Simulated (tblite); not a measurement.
# C5H15NOSi: the cost of one run

The runs use tblite 0.8.0 and PySCF 2.14.0, with density-fitted response routines of our own; the level of theory stands in each step. All values are computed, except where a source is named. Atoms count from 0, in the outputs and in this text.

### Step 1. The molecule as given

23 atoms, charge 0, multiplicity 1; geometry from: force field or distance geometry start.

Bonds of the start (Å): C0–C1 1.51, C1–C2 1.52, C2–C3 1.51, C2–Si4 1.83, Si4–O5 1.72, Si4–N6 1.79, N6–C7 1.46, C0–H8 1.12, C0–H9 1.13, C0–H10 1.11, C1–H11 1.09, C1–H12 1.11, C2–H13 1.11, C3–H14 1.11, C3–H15 1.14, C3–H16 1.10, Si4–H17 1.46, O5–H18 1.00, N6–H19 1.02, C7–H20 1.11, C7–H21 1.11, C7–H22 1.11.

### Step 2. Geometry optimisation with GFN2-xTB

Job settings and geometry (Å):

```
{"job": {"kind": "relax", "xc": "GFN2-xTB", "basis": "xTB"}, "charge": 0, "multiplicity": 1}
C     -2.886500     0.530100    -0.341600
C     -1.405200     0.610300    -0.610900
C     -0.745200    -0.356200     0.361500
C     -1.293700    -1.733400     0.082400
Si     1.080800    -0.400100     0.265300
O      1.681300    -0.607400     1.867200
N      1.804500     1.112400    -0.365700
C      3.227000     1.057500    -0.059900
H     -3.294500    -0.359100    -0.894100
H     -3.038500     0.279100     0.754100
H     -3.432200     1.463200    -0.602500
H     -0.994800     1.618900    -0.581200
H     -1.211400     0.203100    -1.628300
H     -1.056500    -0.089500     1.397000
H     -1.199200    -1.998500    -0.987900
H     -0.675300    -2.465000     0.694700
H     -2.332500    -1.863100     0.421700
H      1.576200    -1.522000    -0.524100
H      1.642300     0.264300     2.358400
H      1.676400     1.235700    -1.373000
H      3.841000     1.034200    -0.985700
H      3.440500     0.107700     0.473500
H      3.590700     1.904700     0.562200
```

Started as:

```
$ OMP_NUM_THREADS=1 python probes_run.py task.json out
```

This one command runs all jobs of the session in turn.

Q: Estimate the wall time and peak memory of this first job on 1 thread of Arm Neoverse N1, shared host.

About 2.6 s, with a peak of 0.18 GiB.
